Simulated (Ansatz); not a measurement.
# BH₇N₂OSi: basis-set convergence

How large a basis does BH₇N₂OSi need? Two functionals are run in growing sets.

Method: one geometry, several basis sets; program: Ansatz 0.2.0, Gaussian basis.

Plan: PBE0-D4/def2-SVP; ωB97M-V/def2-SVP; PBE0-D4/def2-QZVPP; ωB97M-V/def2-QZVPP; the functionals' def2-TZVPP values are taken from earlier runs.

### 1 Structure used throughout

The geometry comes from an earlier relaxation with PBE0-D4 in a triple-zeta def2 set; it is a stationary point, not always the lowest conformer.

SMILES `N[SiH2]B(N)O`, 12 atoms, charge 0, spin multiplicity 1.

Atoms are counted from 1 here; the program's logs count them from 0.

Bond lengths: N1–Si2 1.736 Å, N1–H6 1.009 Å, N1–H7 1.009 Å, Si2–B3 2.030 Å, Si2–H8 1.503 Å, Si2–H9 1.492 Å, B3–N4 1.399 Å, B3–O5 1.375 Å, N4–H10 1.007 Å, N4–H11 1.005 Å, O5–H12 0.957 Å. Angles: Si2–N1–H6 118.7°, Si2–N1–H7 117.8°, H6–N1–H7 109.7°, N1–Si2–B3 107.6°, N1–Si2–H8 115.0°, N1–Si2–H9 106.0°, B3–Si2–H8 110.6°, B3–Si2–H9 112.7°, H8–Si2–H9 104.9°, Si2–B3–N4 117.2°, Si2–B3–O5 124.9°, N4–B3–O5 117.8°, B3–N4–H10 123.1°, B3–N4–H11 121.8°, H10–N4–H11 115.1°, B3–O5–H12 113.4°.

Geometry (Å):

```
N    -1.9269    0.0682   -0.1758
Si   -0.6107    0.0237    0.9559
B     1.1146   -0.0237   -0.1126
N     1.0378   -0.4814   -1.4322
O     2.3454    0.3650    0.3619
H    -2.8583   -0.1281    0.1575
H    -1.9547    0.8313   -0.8353
H    -0.5876    1.1517    1.9496
H    -0.8149   -1.2063    1.7755
H     1.8398   -0.5515   -2.0379
H     0.1745   -0.8076   -1.8295
H     2.3178    0.7036    1.2569
```

### 2 PBE0-D4 in def2-SVP

File in.yaml:

```yaml
crystal:
  periodic: [false, false, false]
  atoms:
    - {symbol: N, position_ang: [-1.926884, 0.068208, -0.175817]}
    - {symbol: Si, position_ang: [-0.610667, 0.023682, 0.955873]}
    - {symbol: B, position_ang: [1.114564, -0.023670, -0.112566]}
    - {symbol: N, position_ang: [1.037759, -0.481430, -1.432202]}
    - {symbol: O, position_ang: [2.345431, 0.365000, 0.361852]}
    - {symbol: H, position_ang: [-2.858280, -0.128107, 0.157482]}
    - {symbol: H, position_ang: [-1.954691, 0.831335, -0.835315]}
    - {symbol: H, position_ang: [-0.587586, 1.151745, 1.949564]}
    - {symbol: H, position_ang: [-0.814856, -1.206309, 1.775537]}
    - {symbol: H, position_ang: [1.839786, -0.551502, -2.037852]}
    - {symbol: H, position_ang: [0.174478, -0.807638, -1.829474]}
    - {symbol: H, position_ang: [2.317847, 0.703586, 1.256920]}
basis:
  gaussian: {orbitals: def2-SVP}
hamiltonian: {xc: pbe0, dispersion: d4}
output: {orbitals: {seedname: orbitals}}
```

The run is started by

```
$ ansatz run in.yaml --threads 4 --pin off --events-out ev --progress --plain --max-ram 10444MiB
```

The runs that follow: ωB97M-V in def2-SVP; PBE0-D4 in def2-QZVPP; ωB97M-V in def2-QZVPP.

Before running them: what should the planned runs give, taken together? Wanted: PBE0-D4: double and triple zeta above quadruple; ωB97M-V: double and triple zeta above quadruple.

The runs gave:

| quantity | value |
| --- | --- |
| PBE0-D4: double and triple zeta above quadruple | 10.37, 0.62 eV |
| ωB97M-V: double and triple zeta above quadruple | 10.58, 0.59 eV |

What this shows: PBE0-D4 gains 9.75 eV from double to triple zeta, then 0.62 eV more. These are total energies; as a rule much of such shifts cancels in differences, which this series doesn't test. The LUMO of ωB97M-V is positive and keeps falling with the basis (2.35 to 1.29 eV): an unbound level that the basis holds in place.
